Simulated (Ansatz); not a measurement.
# GeBrCl3: up Jacob's ladder to CCSD(T)

How much do the methods differ for GeBrCl3? The plan is to run it at one geometry with functionals of several rungs and with coupled cluster, and see how far each lands from CCSD(T) at the basis-set limit for the atomisation energy.

Computed with Ansatz 0.2.0, Gaussian basis. Level: functionals in def2-TZVPP, the program's frozen cores in correlated methods.

The runs, in order: LDA (SPW92), PBE-D4, revPBE-D4, BLYP-D4, r2SCAN-D4, B97M-V, PBE0-D4, B3LYP-D4, r2SCANh-D4, r2SCAN0-D4, HSE06-D4, BHLYP-D4, CAM-B3LYP-D4, LC-ωPBE, ωB97X-V, ωB97M-V, B2PLYP, PBE-QIDH; CCSD(T)/def2-SVP; CCSD(T)/def2-TZVPP; MP2/def2-QZVPP; extrapolation to the limit; RPA on PBE.

## (1) Structure used throughout

The geometry comes from an earlier relaxation with PBE0-D4 in a triple-zeta def2 set; it is a stationary point.

5 atoms, charge 0, spin multiplicity 1.

Atoms are counted from 1 here; the program's logs count them from 0.

Bond lengths: Cl1–Ge2 2.119 Å, Ge2–Cl3 2.119 Å, Ge2–Cl4 2.119 Å, Ge2–Br5 2.270 Å. Angles: Cl1–Ge2–Cl3 109.1°, Cl1–Ge2–Cl4 109.1°, Cl1–Ge2–Br5 109.9°, Cl3–Ge2–Cl4 109.1°, Cl3–Ge2–Br5 109.9°, Cl4–Ge2–Br5 109.9°.

## (2) LDA

This LDA is Slater exchange with PW92 correlation.

File in.yaml:

```yaml
crystal:
  periodic: [false, false, false]
  atoms:
    - {symbol: Cl, position_ang: [-0.912889, -0.257942, 1.891897]}
    - {symbol: Ge, position_ang: [0.005635, -0.035532, -0.004585]}
    - {symbol: Cl, position_ang: [1.798401, -1.164411, -0.041701]}
    - {symbol: Cl, position_ang: [-1.305284, -0.769865, -1.498570]}
    - {symbol: Br, position_ang: [0.464036, 2.154151, -0.388240]}
basis:
  gaussian: {orbitals: def2-TZVPP}
hamiltonian: {xc: lda}
output: {orbitals: {seedname: orbitals}}
```

The run is started by

```console
$ ansatz run in.yaml --threads 4 --pin off --events-out ev --progress --plain --max-ram 10444MiB
```

The runs that follow: PBE-D4 (GGA); revPBE-D4 (GGA); BLYP-D4 (GGA); r2SCAN-D4 (meta-GGA); B97M-V (meta-GGA); PBE0-D4 (hybrid); B3LYP-D4 (hybrid); r2SCANh-D4 (hybrid); r2SCAN0-D4 (hybrid); HSE06-D4 (hybrid); BHLYP-D4 (hybrid); CAM-B3LYP-D4 (range-separated); LC-ωPBE (range-separated); ωB97X-V (range-separated); ωB97M-V (range-separated); B2PLYP (double hybrid); PBE-QIDH (double hybrid); CCSD(T) in def2-SVP; CCSD(T) in def2-TZVPP; MP2 in def2-QZVPP; RPA on PBE orbitals.

**Question.** What will the summary of the whole plan be? Wanted: atomisation energy, CCSD(T)/CBS; farthest beyond LDA; mean size of error, GGA; mean size of error, meta-GGA; mean size of error, hybrid; mean size of error, range-separated; mean size of error, double hybrid; gap, smallest and largest; T1 diagnostic.

The runs gave:

| quantity | value |
| --- | --- |
| atomisation energy, CCSD(T)/CBS | 1361.2 kJ/mol |
| functionals within 13.6 kJ/mol (1.0 %) | PBE0-D4, r2SCANh-D4, r2SCAN0-D4, HSE06-D4, ωB97X-V, ωB97M-V, PBE-QIDH |
| farthest beyond LDA | BHLYP-D4 (-84.7 kJ/mol) |
| mean size of error, GGA | 35.9 kJ/mol |
| mean size of error, meta-GGA | 26.3 kJ/mol |
| mean size of error, hybrid | 28.5 kJ/mol |
| mean size of error, range-separated | 29.9 kJ/mol |
| mean size of error, double hybrid | 32.6 kJ/mol |
| gap, smallest and largest | 4.34 eV (LDA (SPW92)), 11.80 eV (LC-ωPBE) |
| T1 diagnostic | 0.0086 |
| triples share of the correlation energy | 4.1 % |

In words: The LDA atomisation energy is off by 240.5 kJ/mol (18 %): it overbinds. PBE-D4 misses by +29.8 kJ/mol. Double hybrids carry the basis error of their MP2 part in triple zeta, and no dispersion term here, so their miss is partly the set-up's. Taken by rung, meta-GGA functionals do best (26.3 kJ/mol on average) and GGA ones worst beyond LDA (35.9 kJ/mol). The gap between the best rungs is small, so their order is not settled. RPA and LDA stand outside this count. Misses under about 13.6 kJ/mol are within the doubt on the reference itself, which lacks core-valence correlation, relativity and higher excitations, and its outer-core shells are covered unevenly. All levels share the lack of spin-orbit coupling, which lowers the free heavy atoms and so the true binding. Hartree-Fock recovers 69 % of the binding; the rest is correlation. CCSD(T) in def2-SVP is off by -150.5 kJ/mol, so the small basis spoils what the method gains. Orbital gaps span 4.3 to 11.8 eV; exact exchange widens them. Correlated methods include outer-core shells of Br, Ge, which these sets cover unevenly.
